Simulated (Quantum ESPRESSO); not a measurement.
# Si3S (Im-3m) in Quantum ESPRESSO: notebook

One crystal, Si3S, is run at these levels: PBE, PBE+D2, PBE+D3(BJ), rPW86PBE+rVV10, rev-vdW-DF2; tasks: phonons.

Program: Quantum ESPRESSO 7.5. These are calculated values, not measurements. Logs are shortened: lines on timing, memory, paths and dates and some standing lists are left out, and cuts for length are marked.

## (1) The crystal as given

It takes space group Im-3m (No. 229, cubic). Conventional cell: a = 5.051 Å, b = 5.051 Å, c = 5.051 Å, α = 90.00°, β = 90.00°, γ = 90.00°. Around Si (site symmetry 4/mmm) lie 4 Si at 2.53 Å and 2 S at 2.53 Å. S (site symmetry m-3m) is surrounded by 6 Si at 2.53 Å.

The cell was built by a generator and needn't be a form met in nature.

## (2) Phonons, PBE

pw.in reads:

```
&CONTROL
  calculation = 'scf'
  prefix = 'pwscf'
  outdir = './tmp'
  pseudo_dir = './pseudo'
  tprnfor = .true.
  tstress = .true.
  disk_io = 'low'
/
&SYSTEM
  ibrav = 0
  nat = 4
  ntyp = 2
  ecutwfc = 47
  nbnd = 15
  occupations = 'smearing'
  smearing = 'fd'
  degauss = 0.00367493
/
&ELECTRONS
  conv_thr = 8d-10
  electron_maxstep = 120
  mixing_beta = 0.5
/
ATOMIC_SPECIES
Si    28.0850 14_Si_4_1.9_1.9_pbe_n_v1.0.upf
S     32.0600 16_S_6_1.8_1.9_pbe_n_v1.0.upf
CELL_PARAMETERS angstrom
  -2.5254800000    2.5254800000    2.5254800000
   2.5254800000   -2.5254800000    2.5254800000
   2.5254800000    2.5254800000   -2.5254800000
ATOMIC_POSITIONS crystal
Si     0.0000000000    0.5000000000    0.5000000000
Si     0.5000000000    0.0000000000    0.5000000000
Si     0.5000000000    0.5000000000    0.0000000000
S      0.0000000000    0.0000000000    0.0000000000
K_POINTS automatic
6 6 6 1 1 1
```

relax.in reads:

```
&CONTROL
  calculation = 'vc-relax'
  prefix = 'pwscf'
  outdir = './tmp'
  pseudo_dir = './pseudo'
  tprnfor = .true.
  tstress = .true.
  disk_io = 'low'
  nstep = 40
  forc_conv_thr = 0.0001
  etot_conv_thr = 1d-06
/
&SYSTEM
  ibrav = 0
  nat = 4
  ntyp = 2
  ecutwfc = 47
  nbnd = 15
  occupations = 'smearing'
  smearing = 'fd'
  degauss = 0.00367493
/
&ELECTRONS
  conv_thr = 8d-10
  electron_maxstep = 120
  mixing_beta = 0.5
/
&IONS
  ion_dynamics = 'bfgs'
/
&CELL
  cell_dynamics = 'bfgs'
  press = 0
  press_conv_thr = 0.2
/
ATOMIC_SPECIES
Si    28.0850 14_Si_4_1.9_1.9_pbe_n_v1.0.upf
S     32.0600 16_S_6_1.8_1.9_pbe_n_v1.0.upf
CELL_PARAMETERS angstrom
  -2.5254800000    2.5254800000    2.5254800000
   2.5254800000   -2.5254800000    2.5254800000
   2.5254800000    2.5254800000   -2.5254800000
ATOMIC_POSITIONS crystal
Si     0.0000000000    0.5000000000    0.5000000000
Si     0.5000000000    0.0000000000    0.5000000000
Si     0.5000000000    0.5000000000    0.0000000000
S      0.0000000000    0.0000000000    0.0000000000
K_POINTS automatic
6 6 6 1 1 1
```

scf2.in reads:

```
&CONTROL
  calculation = 'scf'
  prefix = 'pwscf'
  outdir = './tmp'
  pseudo_dir = './pseudo'
  tprnfor = .true.
  tstress = .true.
  disk_io = 'low'
/
&SYSTEM
  ibrav = 0
  nat = 4
  ntyp = 2
  ecutwfc = 47
  nbnd = 15
  occupations = 'smearing'
  smearing = 'fd'
  degauss = 0.00367493
/
&ELECTRONS
  conv_thr = 1d-13
  electron_maxstep = 120
  mixing_beta = 0.5
  startingpot = 'file'
  startingwfc = 'file'
/
ATOMIC_SPECIES
Si    28.0850 14_Si_4_1.9_1.9_pbe_n_v1.0.upf
S     32.0600 16_S_6_1.8_1.9_pbe_n_v1.0.upf
CELL_PARAMETERS angstrom
  -2.5192116820    2.5192116820    2.5192116820
   2.5192116820   -2.5192116820    2.5192116820
   2.5192116820    2.5192116820   -2.5192116820
ATOMIC_POSITIONS crystal
Si     0.0000000000    0.5000000000    0.5000000000
Si     0.5000000000    0.0000000000    0.5000000000
Si     0.5000000000    0.5000000000    0.0000000000
S      0.0000000000    0.0000000000    0.0000000000
K_POINTS automatic
6 6 6 1 1 1
```

ph.in reads:

```
phonons of Si3S
&INPUTPH
  prefix = 'pwscf'
  outdir = './tmp'
  tr2_ph = 1d-18
  fildyn = 'dyn'
  niter_ph = 90
  alpha_mix(1) = 0.4
/
0.0000000000 0.0000000000 0.0000000000
```

dynmat.in reads:

```
&INPUT
  fildyn = 'dyn'
  asr = 'crystal'
  filout = 'dynmat.disp'
  fileig = 'dynmat.eig'
/
```

Potentials or basis: SPMS 1.0 PBE.

Command:

```sh
> OMP_NUM_THREADS=1 pw.x -in pw.in > pw.out
> OMP_NUM_THREADS=1 pw.x -in relax.in > relax.out
> OMP_NUM_THREADS=1 pw.x -in scf2.in > scf2.out
> OMP_NUM_THREADS=1 ph.x -in ph.in > ph.out
> OMP_NUM_THREADS=1 dynmat.x -in dynmat.in > dynmat.out
```

pw.out:

```text
This program is part of the open-source Quantum ESPRESSO suite
     for quantum simulation of materials; please cite
[... 9 lines left out ...]
     --------------------
     sticks:   dense  smooth     PW     G-vecs:    dense   smooth      PW
     Sum         957     957    283                18781    18781    3055

     Using Slab Decomposition

     bravais-lattice index     =            0
     lattice parameter (alat)  =       8.2662  a.u.
     unit-cell volume          =     434.7989 (a.u.)^3
     number of atoms/cell      =            4
     number of atomic types    =            2
     number of electrons       =        18.00
     number of Kohn-Sham states=           15
     kinetic-energy cutoff     =      47.0000  Ry
     charge density cutoff     =     188.0000  Ry
     scf convergence threshold =      8.0E-10
     mixing beta               =       0.5000
     number of iterations used =            8  plain     mixing
     Exchange-correlation= PBE
                           (   1   4   3   4   0   0   0)

     celldm(1)=   8.266153  celldm(2)=   0.000000  celldm(3)=   0.000000
     celldm(4)=   0.000000  celldm(5)=   0.000000  celldm(6)=   0.000000

     crystal axes: (cart. coord. in units of alat)
               a(1) = (  -0.577350   0.577350   0.577350 )
               a(2) = (   0.577350  -0.577350   0.577350 )
               a(3) = (   0.577350   0.577350  -0.577350 )

     reciprocal axes: (cart. coord. in units 2 pi/alat)
               b(1) = ( -0.000000  0.866025  0.866025 )
               b(2) = (  0.866025 -0.000000  0.866025 )
               b(3) = (  0.866025  0.866025  0.000000 )

     PseudoPot. # 1 for Si read from file:
     14_Si_4_1.9_1.9_pbe_n_v1.0.upf
     Pseudo is Norm-conserving + core correction, Zval =  4.0
     Generated using ONCVPSP code by D. R. Hamann
     Using radial grid of 1524 points,  6 beta functions with:
                l(1) =   0
                l(2) =   0
                l(3) =   1
                l(4) =   1
                l(5) =   2
                l(6) =   2

     PseudoPot. # 2 for S  read from file:
     16_S_6_1.8_1.9_pbe_n_v1.0.upf
     Pseudo is Norm-conserving + core correction, Zval =  6.0
     Generated using ONCVPSP code by D. R. Hamann
     Using radial grid of 1148 points,  6 beta functions with:
                l(1) =   0
                l(2) =   0
                l(3) =   1
                l(4) =   1
                l(5) =   2
                l(6) =   2

     atomic species   valence    mass     pseudopotential
     Si                4.00    28.08500     Si( 1.00)
     S                 6.00    32.06000     S ( 1.00)

     48 Sym. Ops., with inversion, found

   Cartesian axes

     site n.     atom                  positions (alat units)
         1        Si     tau(   1) = (   0.5773503   0.0000000   0.0000000  )
         2        Si     tau(   2) = (   0.0000000   0.5773503   0.0000000  )
         3        Si     tau(   3) = (   0.0000000   0.0000000   0.5773503  )
         4        S      tau(   4) = (   0.0000000   0.0000000   0.0000000  )

     number of k points=    14  Fermi-Dirac smearing, width (Ry)=  0.0037
                       cart. coord. in units 2pi/alat
        k(    1) = (   0.1443376   0.1443376   0.1443376), wk =   0.0740741
        k(    2) = (   0.2886751   0.2886751   0.1443376), wk =   0.2222222
        k(    3) = (   0.4330127   0.4330127   0.1443376), wk =   0.1111111
        k(    4) = (   0.0000000   0.0000000   0.1443376), wk =   0.0555556
        k(    5) = (   0.4330127   0.2886751   0.2886751), wk =   0.2222222
        k(    6) = (   0.0000000  -0.1443376   0.2886751), wk =   0.2222222
        k(    7) = (  -0.0000000  -0.2886751   0.4330127), wk =   0.2222222
        k(    8) = (   0.1443376  -0.1443376   0.4330127), wk =   0.2222222
        k(    9) = (  -0.7216878  -0.2886751  -0.2886751), wk =   0.2222222
        k(   10) = (   0.4330127   0.4330127   0.4330127), wk =   0.0185185
        k(   11) = (   0.0000000   0.0000000   0.4330127), wk =   0.0555556
        k(   12) = (  -0.0000000  -0.1443376   0.5773503), wk =   0.2222222
        k(   13) = (  -0.7216878  -0.1443376  -0.1443376), wk =   0.0740741
        k(   14) = (  -0.0000000  -0.0000000   0.7216878), wk =   0.0555556

     Dense  grid:    18781 G-vectors     FFT dimensions: (  40,  40,  40)

     Initial potential from superposition of free atoms

     starting charge      17.9981, renormalised to      18.0000
     Starting wfcs are   16 randomized atomic wfcs

     Self-consistent Calculation

     iteration #  1     ecut=    47.00 Ry     beta= 0.50
     Davidson diagonalization with overlap
     ethr =  1.00E-02,  avg # of iterations =  5.1

     Threshold (ethr) on eigenvalues was too large:
     Diagonalizing with lowered threshold

     Davidson diagonalization with overlap
     ethr =  2.10E-04,  avg # of iterations =  5.1

     total energy              =     -47.29831595 Ry
     estimated scf accuracy    <       0.03769026 Ry
[... 43 lines left out ...]
     iteration #  8     ecut=    47.00 Ry     beta= 0.50
     Davidson diagonalization with overlap
     ethr =  6.00E-12,  avg # of iterations =  5.0

     End of self-consistent calculation

          k = 0.1443 0.1443 0.1443 (  2367 PWs)   bands (ev):

    -5.9830  -0.2667   2.8768   2.8768   4.7073   5.0830   5.0830   6.6677
     7.8152   7.8152  11.8890  12.2801  12.2801  12.8512  12.8512
[... 18 lines left out ...]
    -5.1365  -1.0929  -0.0259   1.2732   5.5088   6.1744   7.1440   7.9959
     8.8993  10.2278  10.8018  11.1975  11.4330  13.4322  14.8635

          k = 0.0000-0.1443 0.2887 (  2350 PWs)   bands (ev):

    -5.8015  -0.6073   2.3212   3.4639   3.5432   4.6969   5.7399   6.5010
     8.1739   9.7068  10.3706  11.9007  13.1122  13.1971  14.1848

          k =-0.0000-0.2887 0.4330 (  2366 PWs)   bands (ev):

    -5.2971  -1.4189   1.2449   3.0484   3.1331   5.4331   5.7666   7.2907
     8.7948  10.0887  11.4908  11.9736  13.9237  14.1863  15.4059

          k = 0.1443-0.1443 0.4330 (  2376 PWs)   bands (ev):

    -5.3720  -1.0684   0.8316   3.2815   3.7600   4.2829   6.7865   6.8710
     7.8448  10.2081  11.6921  12.8442  13.5125  14.0818  14.9883

          k =-0.7217-0.2887-0.2887 (  2366 PWs)   bands (ev):

    -5.1073  -1.1935   0.0284   3.1219   3.6384   5.1370   5.7836   6.9707
     8.6883  11.6017  12.0923  12.2213  13.4863  14.0672  15.8274

          k = 0.4330 0.4330 0.4330 (  2340 PWs)   bands (ev):
[... 6 lines left out ...]
    -5.4890  -0.8489   1.8792   2.7834   2.7834   5.0280   6.4454   6.4454
     7.1882  10.2811  11.9405  12.2512  14.8348  14.8348  15.2345

          k =-0.0000-0.1443 0.5774 (  2374 PWs)   bands (ev):

    -5.1121  -0.9855   0.6329   2.3396   3.3316   4.8914   5.2612   6.7457
     8.0913  12.1837  12.8868  13.4217  14.0660  14.7760  15.3659

          k =-0.7217-0.1443-0.1443 (  2385 PWs)   bands (ev):

    -4.9786  -0.3347  -0.3347   2.5836   3.3831   3.3831   5.4049   8.0168
     8.0168  11.3581  14.3237  14.3237  14.3497  15.3554  15.3555

          k =-0.0000-0.0000 0.7217 (  2390 PWs)   bands (ev):

    -4.9217  -0.2506   0.6510   1.8566   1.8566   2.9277   7.2434   7.7671
     7.7671  11.0867  13.7600  14.7330  14.7330  14.9691  16.5626

     the Fermi energy is     9.3139 ev

!    total energy              =     -47.29867401 Ry
     estimated scf accuracy    <          1.4E-10 Ry
     smearing contrib. (-TS)   =      -0.00075419 Ry
     internal energy E=F+TS    =     -47.29791982 Ry

     The total energy is F=E-TS. E is the sum of the following terms:
     one-electron contribution =      14.67268704 Ry
     hartree contribution      =       2.64147260 Ry
     xc contribution           =     -15.52586527 Ry
     ewald contribution        =     -49.08621419 Ry

     convergence has been achieved in   8 iterations

     Forces acting on atoms (cartesian axes, Ry/au):

     atom    1 type  1   force =     0.00000000   -0.00000000    0.00000000
     atom    2 type  1   force =     0.00000000   -0.00000000    0.00000000
     atom    3 type  1   force =     0.00000000    0.00000000   -0.00000000
     atom    4 type  2   force =     0.00000000   -0.00000000    0.00000000

     Total force =     0.000000     Total SCF correction =     0.000000

     Computing stress (Cartesian axis) and pressure

          total   stress  (Ry/bohr**3)                   (kbar)     P=       -7.38
  -0.00005014  -0.00000000  -0.00000000           -7.38       -0.00       -0.00
  -0.00000000  -0.00005014  -0.00000000           -0.00       -7.38       -0.00
  -0.00000000  -0.00000000  -0.00005014           -0.00       -0.00       -7.38

=------------------------------------------------------------------------------=
   JOB DONE.
=------------------------------------------------------------------------------=
```

Run time: 3.2 min. Hardware: 1 thread of Arm Neoverse V2, shared host; peak memory 0.06 GiB.

Results:

| Item | Value |
| --- | --- |
| Free energy | -643.5323 eV |
| Relaxed volume | 15.99 Å³/atom |
| Relaxed cell | a = 4.363 Å, b = 4.363 Å, c = 4.363 Å, α = 109.47°, β = 109.47°, γ = 109.47° |
| Space group after relaxing (to 0.05 Å) | Im-3m (No. 229) |
| Pressure after relaxing | 0.0 GPa |
| Band gap on the k mesh | none (metal or under the smearing width) |
| Highest phonon frequency at Γ | 327 cm⁻¹ |
| Most unstable mode | 149i cm⁻¹ |

Step by step:
| step | energy change (eV) | largest force (eV/Å) | pressure (GPa) | volume (Å³) |
| --- | --- | --- | --- | --- |
| 1 | 0.0000 | 0.0000 | -0.74 | 64.43 |
| 2 | -0.0008 | 0.0000 | -0.37 | 64.19 |
| 3 | -0.0011 | 0.0000 | 0.00 | 63.95 |
| 4 | -0.0011 | 0.0000 | 0.00 | 63.95 |

Final structure:
```yaml
crystal:
  lattice:
    - [-2.51921, 2.51921, 2.51921]
    - [2.51921, -2.51921, 2.51921]
    - [2.51921, 2.51921, -2.51921]
  atoms:
    - { symbol: Si, position: [0.00000, 0.50000, 0.50000] }
    - { symbol: Si, position: [0.50000, 0.00000, 0.50000] }
    - { symbol: Si, position: [0.50000, 0.50000, 0.00000] }
    - { symbol: S, position: [0.00000, 0.00000, 0.00000] }
```

Levels at points of the mesh, in eV from the Fermi level:
```
           k point  band 5  band 6  band 7  band 8  band 9  band 10  band 11  band 12  band 13  band 14
(0.08, 0.08, 0.08)   -4.63   -4.25   -4.25   -2.67   -1.50    -1.50     2.55     2.95     2.95     3.54
```

Phonon frequencies in cm⁻¹ (negative: imaginary):
| q point | frequencies |
| --- | --- |
| (0.000, 0.000, 0.000) | -149 -149 -149 0 0 0 210 210 210 327 327 327 |

Optical modes at Γ, degenerate ones joined:
| cm⁻¹ | components | symmetry | active in |
| --- | --- | --- | --- |
| 149i | 3 | T1u | IR |
| 210 | 3 | T1u | IR |
| 327 | 3 | T2u | silent |

Caveat: the k mesh is coarse; the mesh is thin for the phonons of a metal; some modes are imaginary.

(Continued in part 2 of 4.)
